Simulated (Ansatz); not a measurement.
# Hf4C: the cost of one run

Method: DFT PBE, scalar-relativistic, plane waves, PAW, in Ansatz 0.2.0.

## 1. The starting structure

Symmetry: Fmmm, No. 69, orthorhombic system. Conventional cell: a = 6.164 Å, b = 6.700 Å, c = 9.568 Å, α = 90.00°, β = 90.00°, γ = 90.00°. Around Hf (site symmetry m2m) lie 1 C at 1.84 Å. Hf (site symmetry 222) is surrounded by 6 Hf at 2.85 to 3.08 Å. C (site symmetry mmm) is surrounded by 2 Hf at 1.84 Å.

Structure file:

```cif
data_structure
_symmetry_space_group_name_H-M 'Fmmm'
_symmetry_Int_Tables_number 69
_cell_length_a 6.1638
_cell_length_b 6.6996
_cell_length_c 9.5675
_cell_angle_alpha 90.000
_cell_angle_beta 90.000
_cell_angle_gamma 90.000
_cell_volume 395.09
loop_
_atom_site_label
_atom_site_type_symbol
_atom_site_symmetry_multiplicity
_atom_site_Wyckoff_symbol
_atom_site_fract_x
_atom_site_fract_y
_atom_site_fract_z
_atom_site_occupancy
Hf1 Hf 8 h 0.50000 0.77476 0.00000 1
Hf2 Hf 8 f 0.75000 0.25000 0.25000 1
C1 C 4 a 0.00000 0.00000 0.00000 1
```

Recipe of the guess: random cell by space group and Wyckoff sites (Fmmm, No. 69). Its size is a rough estimate.

## 2. Probe: one point on a coarse mesh

File input.yaml:

```yaml
crystal:
  lattice:
    - [0.0, 3.34981066, 4.78375403]
    - [3.08188457, 0.0, 4.78375403]
    - [3.08188457, 3.34981066, 0.0]
  atoms:
    - { symbol: Hf, position: [0.27475838, 0.72524162, 0.27475838] }
    - { symbol: Hf, position: [0.72524162, 0.27475838, 0.72524162] }
    - { symbol: Hf, position: [0.75, 0.75, 0.75] }
    - { symbol: Hf, position: [0.25, 0.25, 0.25] }
    - { symbol: C, position: [0.0, 0.0, 0.0] }
basis:
  ecutwfc: 420
kpoints:
  mp_grid: { grid: [4, 4, 4] }
hamiltonian:
  xc: pbe
scf:
  occupations: { method: gaussian, width: 0.1 }
  lower_state_search: "off"
output:
  forces: true
  stress: true
  eigenvalues: true
```

On the command line:

```console
$ ansatz run input.yaml --threads 1 --pin off --max-ram 2560MiB --backend cpu --events-out ev --progress --plain --runs-dir out
```

Q: Estimate wall time and peak memory on 1 thread of Intel Xeon at 2.50GHz (Skylake/Cascade Lake), shared host.

About 17 s, with a peak of 0.43 GiB.
